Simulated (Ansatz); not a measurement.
# BH4F (built from SMILES BF.[H][H]): search for a transition state

Aim: find the saddle point of a four-centre ligand exchange that is to form B1–H6, F2–H5 and break B1–F2, H5–H6, prove it by its vibrations, and relax downhill on both sides to see what it joins.

Computed with Ansatz 0.2.0, Gaussian basis. Level: PBE0-D4, def2-SVP first, then def2-TZVP.

128 further runs of the same task are left out: 128 set aside as unsound or not needed.

### 1 The system as given

The guess: 6 atoms, charge 0, spin multiplicity 1.

Atoms are counted from 1 here; the program's logs count them from 0.

Bond lengths: B1–H3 1.163 Å, B1–H4 1.164 Å, B1–H5 1.361 Å. Angles: H3–B1–H4 124.7°, H3–B1–H5 117.5°, H4–B1–H5 117.7°.

Geometry (Å):

```xyz
6
BFH4
B    -0.32620    0.13090   -0.26510
F     1.34350    0.21560   -0.11560
H    -0.56910   -0.54290   -1.18200
H    -0.75770    1.19810   -0.09480
H     0.57740   -0.33740    0.63820
H    -0.26790   -0.66420    1.01930
```

Distances that are to change: B1–H6 1.51 Å, F2–H5 1.21 Å, B1–F2 1.68 Å, H5–H6 0.98 Å.

### 2 Relaxing the guess with the reacting distances held

Contents of hold/in.yaml:

```yaml
crystal:
  periodic: [false, false, false]
  atoms:
    - {symbol: B, position_ang: [-0.326200, 0.130900, -0.265100]}
    - {symbol: F, position_ang: [1.343500, 0.215600, -0.115600]}
    - {symbol: H, position_ang: [-0.569100, -0.542900, -1.182000]}
    - {symbol: H, position_ang: [-0.757700, 1.198100, -0.094800]}
    - {symbol: H, position_ang: [0.577400, -0.337400, 0.638200]}
    - {symbol: H, position_ang: [-0.267900, -0.664200, 1.019300]}
basis:
  gaussian: {orbitals: def2-SVP}
hamiltonian: {xc: pbe0, dispersion: d4}
relax: {f_tol: 0.08, max_steps: 120, escape_saddle: false, constraints: [{distance: [0, 5]}, {distance: [1, 4]}, {distance: [0, 1]}, {distance: [4, 5]}]}
```

The run is started by

```sh
ansatz run in.yaml --threads 2 --pin off --events-out ev --progress --plain --max-ram 4352MiB
```

Standard output, cut to the lines that bear on the results:

```text
Functional definition: PBE0
  name "PBE0"
  cite "Adamo & Barone, J. Chem. Phys. 110, 6158 (1999) doi:10.1063/1.478522"
  cite "Perdew, Burke & Ernzerhof, Phys. Rev. Lett. 77, 3865 (1996) doi:10.1103/PhysRevLett.77.3865"
  parent pbe
[...]
524 factors; integrals over basis functions are off by at most 2.9e-4 eV
[...]
mean field -3450.06729674 eV, -126.7876346157 hartree, gradient 2.7e-5 eV, S^2 0.000000; 0 other end points of the search recorded, 0 dependent functions left out
[...]
reference -3450.06731574 eV, -126.7876353139 hartree; 9, 9 occupied and 39, 39 virtual orbitals, 524 factors
relax step   1: F+E_penalty+E_count = -3450.10463361 eV  Δ(F+E_penalty+E_count) = +0.000e0 eV  max|allowed force component| = 7.950e-1 eV/Å  Δτ_max = 0.0000 Å  (20 SCF iters, accepted)
[...]
relax step   4: F+E_penalty+E_count = -3450.22923010 eV  Δ(F+E_penalty+E_count) = +2.095e-4 eV  max|allowed force component| = 1.395e-1 eV/Å  Δτ_max = 0.0152 Å  (22 SCF iters, rejected (line search))
[...]
relax step   5: F+E_penalty+E_count = -3450.23156053 eV  Δ(F+E_penalty+E_count) = -2.121e-3 eV  max|allowed force component| = 1.721e-2 eV/Å  Δτ_max = 0.0073 Å  (22 SCF iters, accepted)
  distance B 0 - H 5 held at 1.511710 Å   reaction = +1.2336e0 eV/Å
  distance F 1 - H 4 held at 1.208690 Å   reaction = -8.4648e-1 eV/Å
  distance B 0 - F 1 held at 1.678518 Å   reaction = +1.4552e0 eV/Å
  distance H 4 - H 5 held at 0.983142 Å   reaction = -1.6390e-1 eV/Å
524 factors; integrals over basis functions are off by at most 3.4e-4 eV
mean field -3450.19390824 eV, -126.7922875024 hartree, gradient 3.2e-5 eV, S^2 0.000000; 1 other end points of the search recorded, 0 dependent functions left out
[...]
reference -3450.19392761 eV, -126.7922882144 hartree; 9, 9 occupied and 39, 39 virtual orbitals, 524 factors
Total energy: -3450.23157991 eV, -126.7936719106 hartree
Atom 0 at    -0.305062     0.160430    -0.309263 Å, force     1.458472    -0.606358     1.221283 eV/Å
Atom 1 at     1.359116     0.205115    -0.094934 Å, force    -0.937127     0.355028    -0.729409 eV/Å
Atom 2 at    -0.603303    -0.593606    -1.192075 Å, force     0.002769    -0.001961     0.003531 eV/Å
Atom 3 at    -0.798387     1.223539    -0.057597 Å, force     0.003207    -0.002165     0.003835 eV/Å
Atom 4 at     0.621433    -0.357756     0.679619 Å, force    -0.352763    -0.356243     0.510530 eV/Å
Atom 5 at    -0.273797    -0.637621     0.974250 Å, force    -0.174559     0.611698    -1.009770 eV/Å
Dipole moment:    -0.156060    -0.120109     0.165550 e Å
```

It took 2.4 s on 2 threads of Arm Neoverse V2, shared host.

Step by step:

```tsv
step	energy from step 1 (eV)	largest force component (eV/Å)
1	0.0000	0.7950
2	-0.1014	0.3786
3	-0.1248	0.1328
4	-0.1246	0.1395
5	-0.1269	0.0172
```

Distances of close pairs at the start and the end, largest changes first:

```tsv
bond	before (Å)	after (Å)	change (Å)
B1–H5	1.361	1.451	+0.090
B1–H3	1.163	1.199	+0.035
B1–H4	1.164	1.199	+0.035
```

### 3 A starting Hessian

Contents of hessian/in.yaml:

```yaml
crystal:
  periodic: [false, false, false]
  atoms:
    - {symbol: B, position_ang: [-0.305062, 0.160430, -0.309263]}
    - {symbol: F, position_ang: [1.359116, 0.205115, -0.094934]}
    - {symbol: H, position_ang: [-0.603303, -0.593606, -1.192075]}
    - {symbol: H, position_ang: [-0.798387, 1.223539, -0.057597]}
    - {symbol: H, position_ang: [0.621433, -0.357756, 0.679619]}
    - {symbol: H, position_ang: [-0.273797, -0.637621, 0.974250]}
basis:
  gaussian: {orbitals: def2-SVP}
hamiltonian: {xc: pbe0, dispersion: d4}
phonons: {}
scf: {lower_state_search: off}
```

The run is started by

```sh
ansatz run in.yaml --threads 2 --pin off --events-out ev --progress --plain --max-ram 4352MiB
```

Standard output, cut to the lines that bear on the results:

```text
[... 5 set-up lines as earlier in the session ...]
[...]
526 factors; integrals over basis functions are off by at most 2.5e-4 eV
[...]
mean field -3450.19390707 eV, -126.7922874595 hartree, gradient 7.4e-7 eV, S^2 0.000000; 0 other end points of the search recorded, 0 dependent functions left out
[...]
reference -3450.19392654 eV, -126.7922881750 hartree; 9, 9 occupied and 39, 39 virtual orbitals, 526 factors
[... from here to the last solve, the lines of the solves are left out (35 solves) ...]
526 factors; integrals over basis functions are off by at most 2.5e-4 eV
mean field -3450.19649008 eV, -126.7923823834 hartree, gradient 1.7e-6 eV, S^2 0.000000; 0 other end points of the search recorded, 0 dependent functions left out
[...]
WARN: phonons: modes at or below zero, which the zero-point energy, F, S and C_V leave out: 1, the lowest at -1063.00 cm⁻¹. A minimum has none, and a first-order saddle one
Total energy: -3450.23157887 eV, -126.7936718724 hartree
Atom 0 at    -0.305062     0.160430    -0.309263 Å, force     1.458514    -0.606344     1.221293 eV/Å
Atom 1 at     1.359116     0.205115    -0.094934 Å, force    -0.937157     0.355037    -0.729433 eV/Å
Atom 2 at    -0.603303    -0.593606    -1.192075 Å, force     0.002767    -0.001959     0.003534 eV/Å
Atom 3 at    -0.798387     1.223539    -0.057597 Å, force     0.003209    -0.002180     0.003832 eV/Å
Atom 4 at     0.621433    -0.357756     0.679619 Å, force    -0.352779    -0.356259     0.510556 eV/Å
Atom 5 at    -0.273797    -0.637621     0.974250 Å, force    -0.174554     0.611705    -1.009781 eV/Å
Dipole moment:    -0.156060    -0.120108     0.165549 e Å
Vibrations: -1063.00 707.73 797.95 892.17 1038.41 1114.46 1148.86 1154.53 1974.66 2180.26 2639.39 2789.55 cm⁻¹, zero-point energy 1.019024 eV
Checks for a lower state left out: stability, starts, cluster_reference, orbital_swaps, neighbouring_geometries, increment
```

Run time: 10 s. Hardware: 2 threads of Arm Neoverse V2, shared host.

The structure is not stationary yet, so these wavenumbers are no spectrum; the search needs only the force constants.

### 4 Saddle search in the small basis

The search itself is an outer loop (partitioned rational-function steps, Bofill update of the Hessian). Each step is one single-point run with forces. It stops when the largest force is under 0.03 eV/Å and the followed curvature is negative. The first step's input:

Contents of presaddle/in.yaml:

```yaml
crystal:
  periodic: [false, false, false]
  atoms:
    - {symbol: B, position_ang: [-0.305062, 0.160430, -0.309263]}
    - {symbol: F, position_ang: [1.359116, 0.205115, -0.094934]}
    - {symbol: H, position_ang: [-0.603303, -0.593606, -1.192075]}
    - {symbol: H, position_ang: [-0.798387, 1.223539, -0.057597]}
    - {symbol: H, position_ang: [0.621433, -0.357756, 0.679619]}
    - {symbol: H, position_ang: [-0.273797, -0.637621, 0.974250]}
basis:
  gaussian: {orbitals: def2-SVP}
hamiltonian: {xc: pbe0, dispersion: d4}
output: {forces: true}
scf: {lower_state_search: off}
```

The run is started by

```sh
ansatz run in.yaml --threads 2 --pin off --events-out ev --progress --plain --max-ram 4352MiB
```

Step by step:

```tsv
step	energy (eV)	largest force (eV/Å)	followed curvature (eV/Å²)
1	-3450.23158	1.4585	-10.93
2	-3450.38709	0.5894	-10.39
3	-3450.39005	0.1378	-12.31
4	-3450.39124	0.0575	-10.44
5	-3450.39130	0.0158	-8.97
```

The 5 steps took 1.8 s in all (2 threads of Arm Neoverse V2, shared host).

### 5 Saddle search in triple zeta

A small driver takes partitioned rational-function steps: uphill along one mode, downhill along the rest. It calls the program once a step for energy and forces and updates the Hessian by Bofill's formula. It stops when the largest force is under 0.008 eV/Å and the followed curvature is negative. The first step's input:

Contents of saddle/in.yaml:

```yaml
crystal:
  periodic: [false, false, false]
  atoms:
    - {symbol: B, position_ang: [-0.302636, 0.116492, -0.238557]}
    - {symbol: F, position_ang: [1.316754, 0.201071, -0.095729]}
    - {symbol: H, position_ang: [-0.593960, -0.587905, -1.167911]}
    - {symbol: H, position_ang: [-0.785897, 1.200942, -0.051010]}
    - {symbol: H, position_ang: [0.704610, -0.349012, 0.680096]}
    - {symbol: H, position_ang: [-0.338870, -0.581488, 0.873111]}
basis:
  gaussian: {orbitals: def2-TZVP}
hamiltonian: {xc: pbe0, dispersion: d4}
output: {forces: true}
scf: {lower_state_search: off}
```

The run is started by

```sh
ansatz run in.yaml --threads 2 --pin off --events-out ev --progress --plain --max-ram 4352MiB
```

The driver's record:

```tsv
step	energy (eV)	largest force (eV/Å)	followed curvature (eV/Å²)
1	-3454.54651	0.2543	-8.97
2	-3454.55231	0.0420	-8.95
3	-3454.55242	0.0062	-10.26
```

The 3 steps took 1.4 s in all (2 threads of Arm Neoverse V2, shared host).

The point found:

```mol
BFH4
  3D, bonds by distance, orders not assigned

  6  5  0  0  0  0  0  0  0  0999 V2000
   -0.3110    0.1111   -0.2313 B   0  0
    1.3149    0.2017   -0.0971 F   0  0
   -0.5880   -0.5783   -1.1598 H   0  0
   -0.7778    1.1906   -0.0554 H   0  0
    0.7013   -0.3458    0.6744 H   0  0
   -0.3395   -0.5791    0.8692 H   0  0
  1  3  8  0
  1  4  8  0
  1  5  8  0
  1  6  8  0
  2  5  8  0
M  END
```

Followed mode, largest move set to 1: H5 (0.92, 0.27, -0.27); B1 (-0.67, -0.23, 0.25); F2 (0.12, -0.28, 0.47); H6 (-0.28, 0.08, -0.17).

### 6 Checking the order of the point

Contents of vib/in.yaml:

```yaml
crystal:
  periodic: [false, false, false]
  atoms:
    - {symbol: B, position_ang: [-0.310974, 0.111092, -0.231339]}
    - {symbol: F, position_ang: [1.314923, 0.201712, -0.097069]}
    - {symbol: H, position_ang: [-0.588001, -0.578327, -1.159838]}
    - {symbol: H, position_ang: [-0.777797, 1.190570, -0.055395]}
    - {symbol: H, position_ang: [0.701320, -0.345826, 0.674427]}
    - {symbol: H, position_ang: [-0.339471, -0.579120, 0.869214]}
basis:
  gaussian: {orbitals: def2-TZVP}
hamiltonian: {xc: pbe0, dispersion: d4}
phonons: {temperatures: {t_min: 298.15, t_max: 900, t_step: 200}}
```

The run is started by

```sh
ansatz run in.yaml --threads 2 --pin off --events-out ev --progress --plain --max-ram 4352MiB
```

Standard output, cut to the lines that bear on the results:

```text
[... 5 set-up lines as earlier in the session ...]
[...]
501 factors; their error is unknown
[...]
mean field -3454.51966977 eV, -126.9512563065 hartree, gradient 4.0e-5 eV, S^2 0.000000; 0 other end points of the search recorded, 0 dependent functions left out
[...]
reference -3454.51969480 eV, -126.9512572262 hartree; 9, 9 occupied and 77, 77 virtual orbitals, 501 factors
[... from here to the last solve, the lines of the solves are left out (21 solves) ...]
501 factors; their error is unknown
mean field -3454.51966117 eV, -126.9512559904 hartree, gradient 2.6e-6 eV, S^2 0.000000; 0 other end points of the search recorded, 0 dependent functions left out
[...]
reference -3454.51968619 eV, -126.9512569100 hartree; 9, 9 occupied and 77, 77 virtual orbitals, 501 factors
WARN: phonons: modes at or below zero, which the zero-point energy, F, S and C_V leave out: 1, the lowest at -1102.16 cm⁻¹. A minimum has none, and a first-order saddle one
Total energy: -3454.55242323 eV, -126.9524599740 hartree
Atom 0 at    -0.310974     0.111092    -0.231339 Å, force    -0.006148    -0.001123     0.000742 eV/Å
Atom 1 at     1.314923     0.201712    -0.097069 Å, force     0.005552     0.000088     0.000813 eV/Å
Atom 2 at    -0.588001    -0.578327    -1.159838 Å, force     0.000199     0.000301     0.000189 eV/Å
Atom 3 at    -0.777797     1.190570    -0.055395 Å, force     0.000260    -0.000267    -0.000166 eV/Å
Atom 4 at     0.701320    -0.345826     0.674427 Å, force     0.004673     0.001429    -0.001485 eV/Å
Atom 5 at    -0.339471    -0.579120     0.869214 Å, force    -0.004535    -0.000428    -0.000094 eV/Å
Dipole moment:    -0.014805    -0.145906     0.231141 e Å
Vibrations: -1102.16 709.76 812.80 924.06 1102.35 1118.72 1185.68 1468.20 2001.70 2313.79 2622.48 2727.86 cm⁻¹, zero-point energy 1.053084 eV
```

Wall time 9 s (2 threads of Arm Neoverse V2, shared host).

The modes, with what each moves most:

```tsv
mode	wavenumber (cm⁻¹)	character
1	1102i	changes F2–H5, H5–H6
2	710	bend
3	813	bend
4	924	torsion
5	1102	bend
6	1119	bend
7	1186	bend
8	1468	bend
9	2002	B–H stretch
10	2314	B–H stretch
11	2622	B–H stretch
12	2728	B–H stretch
```

Vibrational sums (real modes only):

```tsv
T (K)	entropy (J/mol/K)	heat capacity (J/mol/K)
298	3.3	11.6
498	13.9	30.9
698	26.9	46.0
898	39.9	57.1
```

### 7 Relaxing after a step of 0.30 Å one way along the mode

Contents of downa/in.yaml:

```yaml
crystal:
  periodic: [false, false, false]
  atoms:
    - {symbol: B, position_ang: [-0.512607, 0.043529, -0.157798]}
    - {symbol: F, position_ang: [1.351176, 0.118304, 0.042744]}
    - {symbol: H, position_ang: [-0.601519, -0.564283, -1.206090]}
    - {symbol: H, position_ang: [-0.793317, 1.223712, -0.089716]}
    - {symbol: H, position_ang: [0.978345, -0.264904, 0.592522]}
    - {symbol: H, position_ang: [-0.422079, -0.556259, 0.818338]}
basis:
  gaussian: {orbitals: def2-TZVP}
hamiltonian: {xc: pbe0, dispersion: d4}
relax: {f_tol: 0.005, max_steps: 200}
```

The run is started by

```sh
ansatz run in.yaml --threads 2 --pin off --events-out ev --progress --plain --max-ram 4352MiB
```

Standard output, cut to the lines that bear on the results:

```text
[... 5 set-up lines as earlier in the session ...]
[...]
501 factors; their error is unknown
[...]
mean field -3453.35210313 eV, -126.9083490238 hartree, gradient 2.9e-5 eV, S^2 0.000000; 0 other end points of the search recorded, 0 dependent functions left out
[...]
reference -3453.35212794 eV, -126.9083499355 hartree; 9, 9 occupied and 77, 77 virtual orbitals, 501 factors
relax step   1: F+E_penalty+E_count = -3453.38475955 eV  Δ(F+E_penalty+E_count) = +0.000e0 eV  max|allowed force component| = 1.310e1 eV/Å  Δτ_max = 0.0000 Å  (22 SCF iters, accepted)
[...]
501 factors; their error is unknown
mean field -3454.90806095 eV, -126.9655294192 hartree, gradient 5.9e-5 eV, S^2 0.000000; 1 other end points of the search recorded, 0 dependent functions left out
[...]
reference -3454.90808593 eV, -126.9655303372 hartree; 9, 9 occupied and 77, 77 virtual orbitals, 501 factors
Total energy: -3454.94003480 eV, -126.9667044365 hartree
Atom 0 at    -0.630867     0.048883    -0.186678 Å, force    -0.000454     0.000019    -0.000093 eV/Å
Atom 1 at     1.366710     0.159836    -0.021027 Å, force     0.000429     0.000370    -0.000526 eV/Å
Atom 2 at    -0.650175    -0.522411    -1.234358 Å, force     0.000462    -0.000285     0.000627 eV/Å
Atom 3 at    -0.837553     1.223559    -0.144247 Å, force     0.000471    -0.000374     0.000577 eV/Å
Atom 4 at     1.491532    -0.316444     0.763099 Å, force     0.000457     0.000114    -0.000098 eV/Å
Atom 5 at    -0.739648    -0.593323     0.823210 Å, force    -0.001365     0.000156    -0.000486 eV/Å
Dipole moment:     0.344621    -0.169677     0.330935 e Å
```

Wall time 6.5 s (2 threads of Arm Neoverse V2, shared host).

Step by step:

```tsv
step	energy from step 1 (eV)	largest force component (eV/Å)
1	0.0000	13.1016
2	-1.4008	1.0921
3	-1.4520	0.9103
4	-1.5037	0.5379
5	-1.5249	0.3765
6	-1.5474	0.1282
7	-1.5532	0.0976
8	-1.5552	0.0326
9	-1.5550	0.0547
10	-1.5552	0.0014
```

Distances of close pairs at the start and the end, largest changes first:

```tsv
bond	before (Å)	after (Å)	change (Å)
F2–H5	0.767	0.926	+0.159
B1–H6	1.149	1.202	+0.052
B1–H4	1.215	1.193	-0.022
B1–H3	1.215	1.193	-0.022
```

### 8 Relaxing after a step of 0.30 Å the other way along the mode

Contents of downb/in.yaml:

```yaml
crystal:
  periodic: [false, false, false]
  atoms:
    - {symbol: B, position_ang: [-0.109342, 0.178654, -0.304880]}
    - {symbol: F, position_ang: [1.278671, 0.285120, -0.236883]}
    - {symbol: H, position_ang: [-0.574483, -0.592372, -1.113585]}
    - {symbol: H, position_ang: [-0.762277, 1.157427, -0.021075]}
    - {symbol: H, position_ang: [0.424295, -0.426749, 0.756333]}
    - {symbol: H, position_ang: [-0.256863, -0.601980, 0.920090]}
basis:
  gaussian: {orbitals: def2-TZVP}
hamiltonian: {xc: pbe0, dispersion: d4}
relax: {f_tol: 0.005, max_steps: 200}
```

The run is started by

```sh
ansatz run in.yaml --threads 2 --pin off --events-out ev --progress --plain --max-ram 4352MiB
```

Standard output, cut to the lines that bear on the results:

```text
[... 5 set-up lines as earlier in the session ...]
[...]
501 factors; their error is unknown
[...]
mean field -3455.02292367 eV, -126.9697505461 hartree, gradient 2.8e-5 eV, S^2 0.000000; 0 other end points of the search recorded, 0 dependent functions left out
[...]
reference -3455.02294785 eV, -126.9697514348 hartree; 9, 9 occupied and 77, 77 virtual orbitals, 501 factors
relax step   1: F+E_penalty+E_count = -3455.05579692 eV  Δ(F+E_penalty+E_count) = +0.000e0 eV  max|allowed force component| = 2.669e0 eV/Å  Δτ_max = 0.0000 Å  (21 SCF iters, accepted)
[...]
501 factors; their error is unknown
mean field -3456.10262851 eV, -127.0094289672 hartree, gradient 1.7e-5 eV, S^2 0.000000; 1 other end points of the search recorded, 0 dependent functions left out
[...]
reference -3456.10265627 eV, -127.0094299873 hartree; 9, 9 occupied and 77, 77 virtual orbitals, 501 factors
Total energy: -3456.13368741 eV, -127.0105703608 hartree
Atom 0 at    -0.008923     0.495763    -0.795522 Å, force    -0.001015    -0.000237     0.000194 eV/Å
Atom 1 at     1.301960     0.629347    -0.784176 Å, force    -0.000749    -0.000133     0.000090 eV/Å
Atom 2 at    -0.470250    -0.450718    -1.365767 Å, force     0.000670     0.000893     0.000134 eV/Å
Atom 3 at    -0.662149     1.337576    -0.249193 Å, force     0.000811    -0.000396    -0.000670 eV/Å
Atom 4 at     0.291463    -0.984155     1.626270 Å, force     0.001119    -0.000219     0.000543 eV/Å
Atom 5 at    -0.452101    -1.027714     1.568388 Å, force    -0.000835     0.000092    -0.000291 eV/Å
Dipole moment:    -0.151983    -0.031553     0.024415 e Å
```

It took 9 s on 2 threads of Arm Neoverse V2, shared host.

Step by step:

```tsv
step	energy from step 1 (eV)	largest force component (eV/Å)
1	0.0000	2.6691
2	-0.3419	1.3579
3	-0.5929	1.0491
4	-0.6565	0.9510
5	-0.9030	0.3869
6	-0.9880	0.9742
7	-1.0387	0.7768
8	-1.0630	0.3853
9	-1.0742	0.0936
10	-1.0767	0.0901
11	-1.0765	0.1830
12	-1.0774	0.0460
13	-1.0778	0.0062
14	-1.0778	0.0027
15	-1.0779	0.0011
```

Distances of close pairs at the start and the end, largest changes first:

```tsv
bond	before (Å)	after (Å)	change (Å)
B1–H5	1.333	2.854	+1.521
B1–F2	1.394	1.318	-0.076
H5–H6	0.722	0.747	+0.025
B1–H4	1.210	1.197	-0.013
B1–H3	1.210	1.197	-0.013
```

### 9 The three structures

```tsv
pair	start side (Å)	saddle (Å)	end side (Å)
B1–H6	2.847	1.299	1.202
F2–H5	3.072	1.128	0.926
B1–F2	1.318	1.634	2.008
H5–H6	0.747	1.084	2.249
```

### 10 Summary of results

| quantity | value |
| --- | --- |
| imaginary mode | 1102i cm⁻¹ |
| barrier from the start side | 152.6 kJ/mol |
| barrier from the end side | 37.4 kJ/mol |
| energy of the step | +115.2 kJ/mol |
| pairs that change | B1–H6 formed, F2–H5 formed, B1–F2 broken, H5–H6 broken |
| zero-point energy at the saddle | 1.053 eV |

**Reading.** The point has a single imaginary mode (1102i cm⁻¹), as a transition state must. The two relaxations end on the structures that were planned. At PBE0-D4/def2-TZVP the electronic barrier is 152.6 kJ/mol, about 62 kT at 298 K, and the step runs 115.2 kJ/mol uphill. With so stiff a mode tunnelling counts: Wigner's rough correction is a factor of 2.2 at 298 K. A step off the saddle overshot and began above it in energy, so the link to its end is likely but not proven. The ends are the nearest minima, not always the lowest complexes.
